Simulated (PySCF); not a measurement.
# BSb: from the state search to spectroscopic constants

One job finds the state of BSb, follows it along the bond with each method and fits the curves.

Computed with PySCF 2.14.0. Level: B aug-cc-pVDZ, Sb aug-cc-pVDZ-PP with ECP28, scalar-relativistic core potentials.

**1. Input**

Settings of the job:

- atoms: B, Sb
- charge: 0
- basis: B aug-cc-pVDZ, Sb aug-cc-pVDZ-PP with ECP28
- Hamiltonian: scalar-relativistic core potentials
- basis functions: 55
- electrons treated: 28
- masses in u: 11.0093, 120.9038
- levels: PBE0, PBE, r²SCAN, B2PLYP, revPBE, r²SCAN0, HF, MP2, SCS-MP2, CCSD, CCSD(T)
- grid: 80 radial by 434 angular points
- occupations: held fixed by the projection of orbital angular momentum
- dissociation limit: B + Sb, each in its ground configuration
- starting distance in angstrom: 2.180
- values of 2S to try: 0, 2, 4

Started as:

```sh
$ OMP_NUM_THREADS=1 python dia.py task.json out
```

After this run come: PBE0 along the bond; Other states along the same grid; PBE; r²SCAN (meta-GGA); B2PLYP (double hybrid); revPBE (GGA); r²SCAN0 (hybrid meta-GGA); ROHF (mean field); Adding correlation.

What does the calculation give? Wanted: for each run, Re; ωe; De; μ.

As calculated:

Lowest PBE0 solution found, without spin–orbit coupling: ³Π (triplet), unpaired electrons σ ↑, π ↑. State 2 has its PBE0 minimum 0.13 eV higher, as a spin-mixed determinant (⟨S²⟩ = 1.05), so this is no gap between pure states. State 3 has its PBE0 minimum 0.52 eV higher. State 4 has its PBE0 minimum 0.80 eV higher, as a spin-mixed determinant (⟨S²⟩ = 1.01), so this is no gap between pure states. The other levels ran on the lowest alone.

```csv
level,Re (Å),ωe (cm⁻¹),De (eV),μ (D)
ROHF,2.050,711,0.54,-0.13
ROHF-MP2,2.074,714,1.92,n/a
ROHF-SCS-MP2,2.081,693,1.72,n/a
ROHF-CCSD,2.089,656,1.57,n/a
ROHF-CCSD(T),2.103,640,1.82,n/a
PBE,2.083,659,2.74,0.95
revPBE,2.092,649,2.50,0.95
r²SCAN,2.067,686,2.53,0.67
PBE0,2.062,688,2.40,0.75
r²SCAN0,2.055,702,2.26,0.54
B2PLYP,2.080,664,2.23,0.44
```

De is counted to B + Sb in their ground configurations. A positive dipole means B(−)Sb(+).

Differences from CCSD(T) in the same basis:

```csv
level,Re (mÅ),ωe (%)
ROHF,-52,+11.0
ROHF-MP2,-29,+11.5
ROHF-SCS-MP2,-21,+8.2
ROHF-CCSD,-14,+2.5
PBE,-20,+2.9
revPBE,-11,+1.3
r²SCAN,-36,+7.1
PBE0,-41,+7.5
r²SCAN0,-48,+9.6
B2PLYP,-23,+3.6
```

Judged by CCSD(T) in the same basis: best bond length revPBE (-11 mÅ), worst ROHF (-52 mÅ); best wavenumber revPBE (+1.3 %), worst ROHF-MP2 (+11.5 %). Hartree–Fock makes the bond too short and too stiff against this reference, as it mostly does. CCSD(T) in a basis this small is itself some way from its limit, more so than the functionals. Of the levels with a De here, ROHF gives the least (0.54 eV) and PBE the most (2.74 eV).

Correlated steps freeze 5 core orbitals. These are scalar-relativistic numbers at best; spin–orbit coupling would shift them, the dissociation energy most. B2PLYP dipoles, levels and charges come from its SCF part alone. With spin–orbit coupling the term label itself may not hold.
